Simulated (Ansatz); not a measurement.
# AlRu: properties at the relaxed cell

The task here is to estimate one member of a computed series from the others.

Program: Ansatz 0.2.0. Level of theory: DFT PBE, scalar-relativistic, plane waves, PAW. These are calculated values, not measurements.

1 further run of the same task is left out (set aside as unsound or not needed).

## The structure to begin with

Symmetry: Pm-3m, No. 221, cubic system. The conventional cell has a = 3.004 Å, b = 3.004 Å, c = 3.004 Å, α = 90.00°, β = 90.00°, γ = 90.00°. Al (site symmetry m-3m) has 8 Ru at 2.60 Å as nearest neighbours. Ru (site symmetry m-3m) is surrounded by 8 Al at 2.60 Å.

Structure file:

```xyz
2
Lattice="3.0041 0.0000 0.0000 0.0000 3.0041 0.0000 0.0000 0.0000 3.0041" Properties=species:S:1:pos:R:3 pbc="T T T"
Al    0.0000    0.0000    0.0000
Ru    1.5020    1.5020    1.5020
```

This cell was relaxed beforehand with the same method: volume 13.56 Å³/atom, gap on the mesh none (metal).

Set-up of the first run:

Contents of input.yaml:

```yaml
crystal:
  lattice:
    - [3.0040846975, 0.0, 0.0]
    - [0.0, 3.0040846975, 0.0]
    - [0.0, 0.0, 3.0040846975]
  atoms:
    - { symbol: Al, position: [0.0, 0.0, 0.0] }
    - { symbol: Ru, position: [0.5, 0.5, 0.5] }
basis:
  ecutwfc: 420
kpoints:
  mp_grid: { grid: [14, 14, 14] }
  band_path:
    path:
      - [[0.0, 0.0, 0.0], [0.0, 0.5, 0.0], [0.5, 0.5, 0.0], [0.0, 0.0, 0.0], [0.5, 0.5, 0.5], [0.0, 0.5, 0.0]]
      - [[0.5, 0.5, 0.5], [0.5, 0.5, 0.0]]
    npoints: 14
hamiltonian:
  xc: pbe
scf:
  occupations: { method: gaussian, width: 0.1 }
  n_extra_bands: 6
output:
  forces: true
  stress: true
  eigenvalues: true
  populations: true
  dos: { projected: true, de: 0.02, nscf_kmesh: { grid: [21, 21, 21] } }
  bader: true
  write_density: true
  write_potential: true
  elf: true
  volumetric_format: npy
```

Run with:

```console
> ansatz run input.yaml --threads 1 --pin off --max-ram 2560MiB --backend cpu --events-out ev --progress --plain --runs-dir out
```

Steps of the session up to this table: Static run: bands, density of states and charges; Relaxing with PBEsol; The cell under LDA; Relaxing with PBE+D3(BJ).

One table of the session follows, with a row left open; its other results are not shown here.

It belongs to the step «One structure, several functionals». 

| functional | a (Å) | b (Å) | c (Å) | volume (Å³/atom) |
| --- | --- | --- | --- | --- |
| PBE | 3.004 | 3.004 | 3.004 | 13.56 |
| PBEsol | ? | ? | ? | ? |
| LDA | 2.954 | 2.954 | 2.954 | 12.89 |
| PBE+D3(BJ) | 2.973 | 2.973 | 2.973 | 13.14 |

Q: Estimate the row for PBEsol from the others.

As computed: a (Å): 2.976; b (Å): 2.976; c (Å): 2.976; volume (Å³/atom): 13.18. In the column «a (Å)» it lies between PBE+D3(BJ) (2.973) and PBE (3.004).
